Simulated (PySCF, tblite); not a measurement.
# B16N16H14: electronic excitations, NMR shifts, part 2 of 2

tblite 0.8.0 and PySCF 2.14.0. Atoms count from 0. The steps go on from the part before.

## 5. NMR shifts: GIAO KT3/pcSseg-1

Job settings and geometry (Å):

```
{"job": {"kind": "nmr", "xc": "KT3", "basis": "pcSseg-1", "pop": false}, "charge": 0, "multiplicity": 1}
B      2.575626     0.871524    -0.588344
N      1.975169     2.057109    -1.112894
B      2.185005     1.780588     1.684428
N      1.127680     2.576652     1.141029
B      0.907340     2.556157    -0.287203
N     -0.425969     2.665284    -0.824767
B     -0.016293     2.709262     2.012372
N     -1.231296     2.154035     1.499064
B     -0.781390     2.727442    -2.212744
N     -1.736728     1.811640    -2.710355
B     -1.323214     1.961391     0.072359
N     -2.099690     0.887562    -0.468165
B     -1.939097     1.252115     2.370609
N     -2.254522    -0.040632     1.850357
B     -2.116180     0.690292    -1.888175
N     -2.236164    -0.636043    -2.406732
B     -2.182990    -0.241663     0.424109
N     -1.880809    -1.526802    -0.130862
B     -2.118836    -1.197577     2.702107
N     -1.516737    -2.345299     2.143059
B     -1.730076    -1.673498    -1.549803
N     -0.822834    -2.675939    -2.028040
B     -1.115941    -2.359930     0.766320
N      0.150619    -2.839535     0.256265
B      0.336112    -2.772711    -1.173438
N      1.638596    -2.462734    -1.688880
B      1.277425    -2.531656     1.107388
N      2.278268    -1.668870     0.560309
B      2.330482    -1.503394    -0.873770
N      2.828251    -0.276970    -1.413318
B      2.726850    -0.589238     1.403403
N      2.697440     0.725978     0.844456
H      1.867872     2.142712    -2.112383
H      2.491273     1.860879     2.811485
H      0.086319     3.066983     3.121125
H     -0.257854     3.488226    -2.941574
H     -1.948327     1.804542    -3.696709
H     -2.094449     1.506083     3.502675
H     -2.200824    -0.771199    -3.406544
H     -2.403205    -1.159346     3.837311
H     -1.191090    -3.077419     2.753862
H     -0.693399    -2.765078    -3.025399
H      1.753652    -2.415029    -2.690673
H      1.288890    -2.823504     2.242607
H      2.841138    -0.160074    -2.415724
H      2.951848    -0.762814     2.539752
```

Level: GIAO KT3/pcSseg-1 NMR shielding, non-relativistic, gas phase.

Log:

```text
start: PBE on a coarse grid of 39675 points
cycle   1  E = -1281.0938567104  dE =  5.788e+00  |g| = 1.509e+00  |ddm| = 7.125e+00
cycle   2  E = -1280.0763623982  dE =  1.017e+00  |g| = 2.606e+00  |ddm| = 3.754e+00
cycle   3  E = -1281.5817119078  dE = -1.505e+00  |g| = 2.583e-01  |ddm| = 2.672e+00
cycle   4  E = -1281.5974279656  dE = -1.572e-02  |g| = 1.130e-01  |ddm| = 3.986e-01
cycle   5  E = -1281.6001443002  dE = -2.716e-03  |g| = 3.680e-02  |ddm| = 1.177e-01
cycle   6  E = -1281.6004313714  dE = -2.871e-04  |g| = 1.398e-02  |ddm| = 4.443e-02
cycle   7  E = -1281.6004737999  dE = -4.243e-05  |g| = 2.856e-03  |ddm| = 1.269e-02
final grid: 370320 points
cycle   8  E = -1303.9248225380  dE = -6.377e-02  |g| = 1.711e-01  |ddm| = 6.243e-01
cycle   9  E = -1303.9135520779  dE =  1.127e-02  |g| = 2.840e-01  |ddm| = 3.630e-01
cycle  10  E = -1303.9312197938  dE = -1.767e-02  |g| = 1.595e-02  |ddm| = 2.271e-01
cycle  11  E = -1303.9312809075  dE = -6.111e-05  |g| = 6.267e-03  |ddm| = 2.537e-02
cycle  12  E = -1303.9312917017  dE = -1.079e-05  |g| = 1.917e-03  |ddm| = 7.379e-03
cycle  13  E = -1303.9312938441  dE = -2.142e-06  |g| = 6.902e-04  |ddm| = 2.096e-03
cycle  14  E = -1303.9312909993  dE =  2.845e-06  |g| = 1.614e-04  |ddm| = 6.995e-04
cycle  15  E = -1303.9312887804  dE =  2.219e-06  |g| = 6.153e-05  |ddm| = 2.215e-04
converged SCF energy = -1303.9312887804

GIAO shielding tensors (ppm)
atom      isotropic    diamagn.    paramagn.     s11        s22        s33       span
  0 B       78.462     220.039    -141.577     58.181     72.281    104.923     46.741
  1 N      146.071     345.704    -199.633     62.635    156.637    218.940    156.305
  2 B       71.511     206.656    -135.145     52.155     55.360    107.017     54.862
  3 N       86.861     354.476    -267.615      1.214     28.123    231.247    230.033
  4 B       76.808     221.084    -144.276     60.320     67.148    102.955     42.635
  5 N      120.183     353.665    -233.482     41.920     77.410    241.220    199.299
  6 B       69.177     205.514    -136.338     48.468     54.595    104.467     55.999
  7 N       88.334     353.974    -265.640      5.271     23.086    236.646    231.375
  8 B       74.184     209.273    -135.089     49.725     60.450    112.378     62.653
  9 N      135.022     334.860    -199.838     32.321    164.645    208.101    175.780
 10 B       77.241     219.724    -142.483     62.078     66.435    103.210     41.131
 11 N      123.245     357.225    -233.980     48.329     73.491    247.915    199.586
 12 B       70.792     204.182    -133.391     51.662     56.224    104.489     52.828
 13 N      102.095     349.514    -247.419     23.283     33.734    249.267    225.984
 14 B       78.205     216.785    -138.580     60.294     71.050    103.271     42.976
 15 N      158.210     338.831    -180.621     84.687    176.629    213.313    128.625
 16 B       77.168     217.248    -140.080     63.164     67.286    101.055     37.892
 17 N      120.205     356.400    -236.195     48.640     75.280    236.696    188.057
 18 B       72.624     203.255    -130.631     49.327     62.400    106.146     56.819
 19 N      136.143     335.733    -199.589     43.381    151.096    213.953    170.571
 20 B       76.963     218.188    -141.224     59.999     68.503    102.388     42.389
 21 N      156.905     340.028    -183.123     82.220    175.375    213.119    130.898
 22 B       75.465     215.007    -139.542     58.846     67.934     99.615     40.770
 23 N      112.040     354.714    -242.675     38.619     64.390    233.109    194.490
 24 B       75.896     220.551    -144.655     58.584     66.279    102.826     44.243
 25 N      153.778     342.099    -188.320     74.893    173.662    212.780    137.887
 26 B       69.814     209.510    -139.696     50.070     53.595    105.777     55.707
 27 N       92.069     351.478    -259.409      8.628     29.910    237.669    229.041
 28 B       78.316     219.879    -141.563     57.362     72.233    105.353     47.990
 29 N      156.810     343.315    -186.505     78.682    177.269    214.479    135.798
 30 B       71.975     207.855    -135.880     52.259     56.600    107.065     54.806
 31 N       96.052     351.470    -255.418      9.660     35.432    243.064    233.404
 32 H       28.536      46.233     -17.697     25.115     29.073     31.419      6.304
 33 H       26.822      34.601      -7.779     24.918     26.673     28.876      3.958
 34 H       26.565      33.297      -6.732     24.831     26.275     28.590      3.758
 35 H       26.871      34.703      -7.833     24.405     26.981     29.225      4.820
 36 H       26.822      35.001      -8.179     23.039     25.800     31.626      8.587
 37 H       26.759      33.129      -6.370     24.462     26.990     28.826      4.364
 38 H       28.363      40.101     -11.738     23.946     27.986     33.157      9.211
 39 H       27.051      31.529      -4.479     24.632     27.000     29.520      4.888
 40 H       26.681      33.954      -7.272     22.712     25.782     31.549      8.837
 41 H       28.750      41.021     -12.271     24.961     27.891     33.396      8.436
 42 H       28.640      42.815     -14.175     25.151     28.085     32.682      7.530
 43 H       26.836      38.331     -11.495     24.607     27.209     28.693      4.087
 44 H       28.560      44.520     -15.961     25.243     28.120     32.317      7.074
 45 H       26.923      36.173      -9.250     25.072     26.831     28.865      3.794
```

Run time: 61 s. Hardware: 2 threads of Intel Xeon 6975P-C, shared host; peak memory 1.4 GiB.

The references, computed at this level on geometries of the same kind, shield at (ppm): $^{1}$H TMS 31.76, $^{15}$N NH3 264.4, $^{11}$B BF3·OEt2 100.0. Their shielding less the atom's gives the shift. The references are single molecules in the gas phase, so shifts against H2O, NH3, PH3, H3PO4 or CFCl3 are not on the usual liquid scales and can be off by tens of ppm.

| atoms | environment | σ (ppm) | δ (ppm) |
| --- | --- | --- | --- |
| H34 | hydrogen on a boron bonded to 2 N | 26.57 | 5.19 |
| H40 | hydrogen on a nitrogen bonded to 2 B | 26.68 | 5.08 |
| H37 | hydrogen on a boron bonded to 2 N | 26.76 | 5.00 |
| H36 | hydrogen on a nitrogen bonded to 2 B | 26.82 | 4.94 |
| H33 | hydrogen on a boron bonded to 2 N | 26.82 | 4.94 |
| H43 | hydrogen on a boron bonded to 2 N | 26.84 | 4.92 |
| H35 | hydrogen on a boron bonded to 2 N | 26.87 | 4.89 |
| H45 | hydrogen on a boron bonded to 2 N | 26.92 | 4.84 |
| H39 | hydrogen on a boron bonded to 2 N | 27.05 | 4.71 |
| H38 | hydrogen on a nitrogen bonded to 2 B | 28.36 | 3.40 |
| H32 | hydrogen on a nitrogen bonded to 2 B | 28.54 | 3.22 |
| H44 | hydrogen on a nitrogen bonded to 2 B | 28.56 | 3.20 |
| H42 | hydrogen on a nitrogen bonded to 2 B | 28.64 | 3.12 |
| H41 | hydrogen on a nitrogen bonded to 2 B | 28.75 | 3.01 |
| B6 | boron bonded to 2 N, H | 69.2 | 30.8 |
| B26 | boron bonded to 2 N, H | 69.8 | 30.2 |
| B12 | boron bonded to 2 N, H | 70.8 | 29.2 |
| B2 | boron bonded to 2 N, H | 71.5 | 28.5 |
| B30 | boron bonded to 2 N, H | 72.0 | 28.0 |
| B18 | boron bonded to 2 N, H | 72.6 | 27.4 |
| B8 | boron bonded to 2 N, H | 74.2 | 25.8 |
| B22 | boron bonded to 3 N | 75.5 | 24.5 |
| B24 | boron bonded to 3 N | 75.9 | 24.1 |
| B4 | boron bonded to 3 N | 76.8 | 23.2 |
| B20 | boron bonded to 3 N | 77.0 | 23.0 |
| B16 | boron bonded to 3 N | 77.2 | 22.8 |
| B10 | boron bonded to 3 N | 77.2 | 22.7 |
| B14 | boron bonded to 3 N | 78.2 | 21.8 |
| B28 | boron bonded to 3 N | 78.3 | 21.7 |
| B0 | boron bonded to 3 N | 78.5 | 21.5 |
| N3 | nitrogen bonded to 3 B | 86.9 | 177.5 |
| N7 | nitrogen bonded to 3 B | 88.3 | 176.1 |
| N27 | nitrogen bonded to 3 B | 92.1 | 172.3 |
| N31 | nitrogen bonded to 3 B | 96.1 | 168.3 |
| N13 | nitrogen bonded to 3 B | 102.1 | 162.3 |
| N23 | nitrogen bonded to 3 B | 112.0 | 152.4 |
| N5 | nitrogen bonded to 3 B | 120.2 | 144.2 |
| N17 | nitrogen bonded to 3 B | 120.2 | 144.2 |
| N11 | nitrogen bonded to 3 B | 123.2 | 141.1 |
| N9 | nitrogen bonded to 2 B, H | 135.0 | 129.4 |

Ring of atoms B0, N1, B2, N3, B4, N31: NICS(0) -1.8, NICS(1) -2.4, NICS(1)zz -1.7 ppm (means of both faces; NICS(1) differs between them: -3.9 and -0.9).

Ring of atoms B0, N27, B28, N29, B30, N31: NICS(0) -1.9, NICS(1) -2.4, NICS(1)zz -1.9 ppm (means of both faces; NICS(1) differs between them: -3.7 and -1.0).

Ring of atoms N3, B4, N5, B6, N7, B10: NICS(0) -1.0, NICS(1) -2.2, NICS(1)zz -0.1 ppm (means of both faces; NICS(1) differs between them: -3.8 and -0.5).

## 6. Summary of results

This closing draws on all 2 parts.

```
                                       quantity                                                                                                          value
      strongest single infrared mode (GFN2-xTB)                                                                                         1415 cm⁻¹, 2525 km/mol
                   zero-point energy (GFN2-xTB)                                                                                                 191.6 kcal/mol
                  lowest singlet (B3LYP/6-31G*)                                                                                    5.01 eV (247 nm), f = 0.006
       brightest single state of those computed                                                                                    state 5, 5.70 eV, f = 0.017
                                 lowest triplet                                                                                                        4.75 eV
          surface potential, 1st and 99th percentile                                                                                             -0.82 V and 2.21 V
      $^{1}$H shifts against TMS (KT3/pcSseg-1)                         5.19, 5.08, 5.00, 4.94, 4.94, 4.92, 4.89, 4.84, 4.71, 3.40, 3.22, 3.20, 3.12, 3.01 ppm
$^{11}$B shifts against BF3·OEt2 (KT3/pcSseg-1)                30.8, 30.2, 29.2, 28.5, 28.0, 27.4, 25.8, 24.5, 24.1, 23.2, 23.0, 22.8, 22.7, 21.8 ppm and more
     $^{15}$N shifts against NH3 (KT3/pcSseg-1)  177.5, 176.1, 172.3, 168.3, 162.3, 152.4, 144.2, 144.2, 141.1, 129.4, 128.3, 118.3, 110.6, 107.6 ppm and more
```

In words: No mode is imaginary among the 132: a minimum at this level. The strongest single mode, at 1415 cm⁻¹, is spread over many atoms; the largest shares are those of B14. Unscaled tight-binding wavenumbers are off by several per cent, some by more. Its intensities can rank the bands wrongly. The first singlet state (HOMO→LUMO 0.89) lies at 5.01 eV and is weak; of the 6 states computed, the strongest absorption comes from state 5 at 5.70 eV. The lowest triplet lies 0.26 eV below the lowest singlet (triplets in Tamm-Dancoff, singlets in full TDDFT). By nearest atom (B3LYP/6-31G*), the HOMO sits on N1, N5 about 14 % each; N23 10 % and the LUMO on B6 15 %; B2, B4, B10 about 10 % each.
